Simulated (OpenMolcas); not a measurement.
# Cu³⁺ among point charges: CASSCF and CASPT2 levels and susceptibility

How does a field of 5 point charges split the states of Cu³⁺, and what χT follows?

Program: OpenMolcas 26.06. Level of theory: state-averaged CASSCF and CASPT2, spin-orbit coupling by RASSI with atomic mean-field integrals. These are calculated values, not measurements, unless marked.

**1. The atom as given**

| Property | Result |
| --- | --- |
| Species | Cu³⁺ (copper, Z = 29, 26 electrons) |
| Basis | ANO-RCC-VDZP [5s4p2d1f], 34 functions |
| Scalar Hamiltonian | DKH2, point nucleus |
| Inactive shells | 1s 2s 2p 3s 3p |
| Active space | 8 electrons in 5 orbitals (3d) |
| Some configurations of this space | 3d8 |
| Orbitals | optimised for each spin and parity, averaged over all roots |

The outer shells:

3d8
```
3d [↑↓][↑↓][↑↓][↑ ][↑ ]
```

The ion sits among 5 point charges of -0.65 e arranged as a square pyramid (C4v), 1.98 Å from the ion, with the axial distance 2.099 Å.

The work runs as a chain of OpenMolcas steps in one folder; each step below is one input file. Labels, J, g values, rates, χT and fits are worked out afterwards by a script from the matrices that RASSI stores.

**2. GATEWAY and SEWARD: basis and integrals**

a.inp reads:

```
&GATEWAY
Coord
1

Cu 0.0 0.0 0.0
Basis=ANO-RCC-VDZP
Group=NoSym
NoMove
AngMom=0.0 0.0 0.0
AMFI
XField
5 Angstrom 0
1.980000 0.000000 0.000000 -0.650000
0.000000 1.980000 0.000000 -0.650000
-1.980000 0.000000 0.000000 -0.650000
0.000000 -1.980000 0.000000 -0.650000
0.000000 0.000000 2.098800 -0.650000
&SEWARD
```

The run is started by

```
$ OMP_NUM_THREADS=1 MOLCAS_MEM=1689 MOLCAS_PROJECT=a pymolcas a.inp > a.log
```

**3. CASSCF: triplets, 10 roots**

a.inp reads:

```
&RASSCF
FileOrb=start.orb
Symmetry=1
Spin=3
nActEl=8 0 0
Inactive=9
Ras2=5
CIRoot=10 10 1
SDav=10
CIMx=300
Iter=120 100
PrWF=0.3
OrbListing=Nothing
MaxOrb=0
>>> COPY $Project.JobIph JOB001
```

start.orb holds the contracted functions of the basis, ordered by shell, or the orbitals of the step before.

**4. Reference wave functions, singlets, 15 roots**

a.inp reads:

```
&RASSCF
FileOrb=start.orb
Symmetry=1
Spin=1
nActEl=8 0 0
Inactive=9
Ras2=5
CIRoot=15 15 1
SDav=15
CIMx=300
Iter=120 100
PrWF=0.3
OrbListing=Nothing
MaxOrb=0
>>> COPY $Project.JobIph JOB002
```

**5. RASSI: spin-orbit coupling between the states**

a.inp reads:

```
&RASSI
NrOfJobIphs=2 10 15
1 2 3 4 5 6 7 8 9 10
1 2 3 4 5 6 7 8 9 10 11 12 13 14 15
IphNames
JOB001
JOB002
EJob
SpinOrbit
DIPRint=1.0
SOCoupling=1000.0
Subsets=2
Property=9
'ANGMOM' 1 'ANGMOM' 2 'ANGMOM' 3 'MLTPL  1' 1 'MLTPL  1' 2 'MLTPL  1' 3
'AMFI' 1 'AMFI' 2 'AMFI' 3
SOProperty=3
'ANGMOM' 1 'ANGMOM' 2 'ANGMOM' 3
```

**6. CASPT2: IPEA 0.25, imaginary shift 0.1 (closed shells correlated: 3s 3p)**

a.inp reads:

```
>>> COPY JOB001 $Project.JobIph
&CASPT2
Multistate=10 1 2 3 4 5 6 7 8 9 10
NoMult
Frozen=5
IPEA=0.25
Imaginary=0.1
MaxIter=60
WThr=0.0 0.3 0.05
PrWF=0.5
NoMix
>>> COPY JOB002 $Project.JobIph
&CASPT2
Multistate=15 1 2 3 4 5 6 7 8 9 10 11 12 13 14 15
NoMult
Frozen=5
IPEA=0.25
Imaginary=0.1
MaxIter=60
WThr=0.0 0.3 0.05
PrWF=0.5
NoMix
```

(Steps that only read results are left out.)

**Question.** What will these runs give? Wanted: spin-free ground state; first state of the same spin within the active space; lowest level; next level.

**Answer**, as computed:

| quantity | value |
| --- | --- |
| method | SS-CASPT2, IPEA 0.25, imaginary shift 0.1 (closed shells correlated: 3s 3p) |
| spin-free ground state | triplet, 2-fold in its orbital part |
| first state of the same spin within the active space | triplet at 210 cm⁻¹ |
| lowest level | 1-fold |
| next level | 25.3 cm⁻¹ |
| χT at 300 K | 3.65 cm³ K/mol |
| effective moment at 300 K | 5.40 μB |

Cost by method:

```
                                              method  time of its own steps  time with the reference
                                           A. CASSCF                  5.6 s                    5.6 s
B. SS-CASPT2, IPEA 0.25, imaginary shift 0.1, +3s 3p                    2 s                    7.6 s
```

Times are of one thread on a shared host.

In words: The spin-free ground state (triplet) comes to 100 % from free-ion F terms and keeps the highest spin of the shell. χT at 300 K is 3.65, against 1.00 cm³ K/mol for the spin alone, so orbital moment adds to it. The field of point charges can differ much from that of real complexes. Point charges carry no covalency, so the field is a model and not that of real ligands.
